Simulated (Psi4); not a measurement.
# AlSbH3F (SMILES [F][AlH][SbH2]): MP2/def2-SVP (core potential)

Aim: the vertical ionisation energy of AlSbH3F at MP2/def2-SVP (core potential), from 2 runs. 

The results are computed with Psi4 1.11.

1 further run of the same task is left out (set aside as unsound or not needed).

**1. The system as given**

The species is AlSbH3F (6 atoms), meant as a singlet with charge 0. SMILES: `[F][AlH][SbH2]`. Geometry: relaxed at PBE0-D4/def2-TZVP. This is one conformer, not always the lowest.

Bond lengths: F1–Al2 1.653 Å, Al2–Sb3 2.636 Å, Al2–H4 1.582 Å, Sb3–H5 1.710 Å, Sb3–H6 1.709 Å. Angles: F1–Al2–Sb3 116.3°, F1–Al2–H4 116.4°, Sb3–Al2–H4 127.3°, Al2–Sb3–H5 88.3°, Al2–Sb3–H6 87.8°, H5–Sb3–H6 91.6°.

**2. A single-point energy at MP2/def2-SVP (core potential)**

alfh3sb.xyz

```xyz
6
AlFH3Sb
F     -1.114600    -1.632400     1.262300
Al    -0.336100    -1.039300    -0.069800
Sb     1.279900     1.003700     0.334800
H     -0.594800    -1.800700    -1.431700
H      0.842100     1.592000    -1.209900
H     -0.034400     1.812900     1.068100
```

calc.py

```python
import psi4

psi4.set_memory(2200000000)
psi4.set_num_threads(1)
psi4.set_output_file('run.log', False)

with open('alfh3sb.xyz') as f:
    atoms = ''.join(f.readlines()[2:])
mol = psi4.geometry('0 1\n' + atoms + 'symmetry c1')

options = {'basis': 'def2-SVP', 'puream': True, 'e_convergence': 1e-09, 'd_convergence': 1e-08, 'scf_type': 'pk', 'num_frozen_docc': 10, 'mp2_type': 'conv'}
psi4.set_options(options)

result, w = psi4.energy('mp2', molecule=mol, return_wfn=True)
print(f'total energy {result:.8f} hartree = {result * 27.211386:.5f} eV')
```

Started as:

```
$ python calc.py
```

run.log:

```text
[...]
    !!!  WARNING: ECP capability is in beta. Please check occupations closely.  !!!
[...]
  Running in c1 symmetry.
[...]
  Nuclear repulsion =  158.063166342933670
[...]
  Multiplicity = 1
[...]
  Nalpha       = 24
  Nbeta        = 24
[...]
    Number of basis functions: 73
[...]
   @RHF iter   1:  -582.19424917284312   -2.78105e+00   5.46225e-03 DIIS/ADIIS
[...]
   @RHF iter  11:  -582.26615823394070   -4.20641e-12   4.54920e-09 DIIS
[...]
    Orbital Energies [Eh]
    ---------------------
    Doubly Occupied:
       1A    -58.494012     2A    -26.244258     3A     -6.518577
       4A     -4.927073     5A     -4.589336     6A     -4.587299
       7A     -4.584254     8A     -3.245824     9A     -3.244455
      10A     -3.242309    11A     -1.620520    12A     -1.618246
      13A     -1.615007    14A     -1.613321    15A     -1.611041
      16A     -1.509605    17A     -0.748267    18A     -0.672743
      19A     -0.624302    20A     -0.620826    21A     -0.504624
      22A     -0.466809    23A     -0.402885    24A     -0.340819
[...]
  @RHF Final Energy:  -582.26615823394070
   => Energetics <=
    Nuclear Repulsion Energy =            158.0631663429336697
    One-Electron Energy =               -1213.3658262158890011
    Two-Electron Energy =                 473.0365016390145456
    Total Energy =                       -582.2661582339407005
[...]
 Multipole Moments:
 ------------------------------------------------------------------------------------
     Multipole            Electronic (a.u.)      Nuclear  (a.u.)        Total (a.u.)
 ------------------------------------------------------------------------------------
 L = 1.  Multiply by 2.5417464519 to convert [e a0] to [Debye]
 Dipole X            :         38.0371171          -37.7624762            0.2746409
 Dipole Y            :         40.9079613          -40.7596495            0.1483118
 Dipole Z            :          0.7864261           -1.2287666           -0.4423405
 Magnitude           :                                                    0.5413771
[...]
	SCS-MP2 Total Energy (a.u.)        :  -582.63328180384440
	SOS-MP2 Total Energy (a.u.)        :  -582.60333669470867
	SCSN-MP2 Total Energy (a.u.)       :  -582.42426841017743
[...]
	SOS-PI-MP2 Total Energy (a.u.)     :  -582.65953310483667
[...]
	MP2 Total Energy (a.u.)            :  -582.63697561198785
[...]
```

Standard output:

```text
total energy -582.63697561 hartree = -15854.35964 eV
```

It took 11 s on 1 thread of Intel Xeon at 2.50GHz (Skylake/Cascade Lake), shared host; peak memory 0.3 GiB.

**3. The doublet cation at the same level**

calc.inp

```
memory 2200 mb

molecule mol {
  1 2
  F     -2.10628874    -3.08478893     2.38540129
  Al    -0.63513695    -1.96399236    -0.13190288
  Sb     2.41866047     1.89671811     0.63268031
  H     -1.12400910    -3.40282983    -2.70552089
  H      1.59133837     3.00844399    -2.28637964
  H     -0.06500658     3.42588449     2.01841647
  units au
  symmetry c1
  no_reorient
  no_com
}

set {
  reference       uhf
  puream          true
  e_convergence   1e-09
  d_convergence   1e-08
  scf_type        pk
  num_frozen_docc 10
  mp2_type        conv
  maxiter         100
}

result = energy("mp2/def2-SVP")
```

Started as:

```
$ psi4 -i calc.inp -o calc.out -n 1
```

calc.out:

```text
[...]
    !!!  WARNING: ECP capability is in beta. Please check occupations closely.  !!!
[...]
  Running in c1 symmetry.
[...]
  Nuclear repulsion =  158.063166354978847
[...]
  Multiplicity = 2
[...]
  Nalpha       = 24
  Nbeta        = 23
[...]
    Number of basis functions: 73
[...]
   @UHF iter   1:  -581.87437548875801   -2.43295e+00   5.30511e-03 DIIS/ADIIS
[...]
   @UHF iter  16:  -581.95440909372576   -9.66338e-12   9.28994e-09 DIIS
[...]
   @S^2 Observed:                7.779759946E-01
[...]
    Orbital Energies [Eh]
    ---------------------
    Alpha Occupied:
       1A    -58.719325     2A    -26.420847     3A     -6.789016
       4A     -5.150533     5A     -4.864237     6A     -4.855016
       7A     -4.851835     8A     -3.469664     9A     -3.468008
      10A     -3.465517    11A     -1.892431    12A     -1.889317
      13A     -1.885890    14A     -1.882158    15A     -1.878301
      16A     -1.682869    17A     -1.013269    18A     -0.847563
      19A     -0.797466    20A     -0.791142    21A     -0.714562
      22A     -0.693484    23A     -0.643105    24A     -0.621156
    Alpha Virtual:
      25A     -0.144998    26A     -0.117710    27A     -0.102238
[...]
  @UHF Final Energy:  -581.95440909372576
   => Energetics <=
    Nuclear Repulsion Energy =            158.0631663549788470
    One-Electron Energy =               -1202.2763722461841098
    Two-Electron Energy =                 462.2587967974795333
    Total Energy =                       -581.9544090937256442
  UHF NO Occupations:
  HONO-2 :   22  A 1.9978064
  HONO-1 :   23  A 1.9894516
[...]
 Multipole Moments:
 ------------------------------------------------------------------------------------
     Multipole            Electronic (a.u.)      Nuclear  (a.u.)        Total (a.u.)
 ------------------------------------------------------------------------------------
 L = 1.  Multiply by 2.5417464519 to convert [e a0] to [Debye]
 Dipole X            :        -26.9095772           28.8181345            1.9085573
 Dipole Y            :          7.8403433           -6.6389859            1.2013574
 Dipole Z            :        -31.5087541           31.3320372           -0.1767169
 Magnitude           :                                                    2.2620962
[...]
	SCS-MP2 Total Energy (a.u.)        :  -582.30131368712443
	SOS-MP2 Total Energy (a.u.)        :  -582.27320380092863
	SCSN-MP2 Total Energy (a.u.)       :  -582.10282929283915
[...]
	SOS-PI-MP2 Total Energy (a.u.)     :  -582.32633625212907
[...]
	MP2 Total Energy (a.u.)            :  -582.30440100831527
[...]
```

Wall time 13 s (1 thread of Intel Xeon at 2.50GHz (Skylake/Cascade Lake), shared host); peak memory 0.32 GiB.

**4. Results**

At MP2/def2-SVP (core potential), 10 core orbitals frozen:

| quantity | value |
| --- | --- |
| singlet AlSbH3F: total energy | -582.63698 Eh |
| singlet AlSbH3F: HOMO energy (Hartree–Fock orbitals) | -9.27 eV |
| singlet AlSbH3F: LUMO energy (Hartree–Fock orbitals) | 1.37 eV |
| singlet AlSbH3F: HOMO–LUMO gap (Hartree–Fock orbitals) | 10.64 eV |
| singlet AlSbH3F: correlation energy (10 core orbitals frozen) | -370.8 mEh |
| doublet cation: total energy | -582.30440 Eh |
| doublet cation: HOMO energy (Hartree–Fock orbitals) (highest over α and β) | -16.67 eV |
| doublet cation: LUMO energy (Hartree–Fock orbitals) (lowest over α and β) | -7.74 eV |
| doublet cation: correlation energy (10 core orbitals frozen) | -350.0 mEh |
| doublet cation: ⟨S²⟩ of the reference determinant | 0.778 |
| vertical ionisation energy (to the doublet cation) | 9.050 eV |

Removing an electron at fixed nuclei costs 9.05 eV (873 kJ/mol).
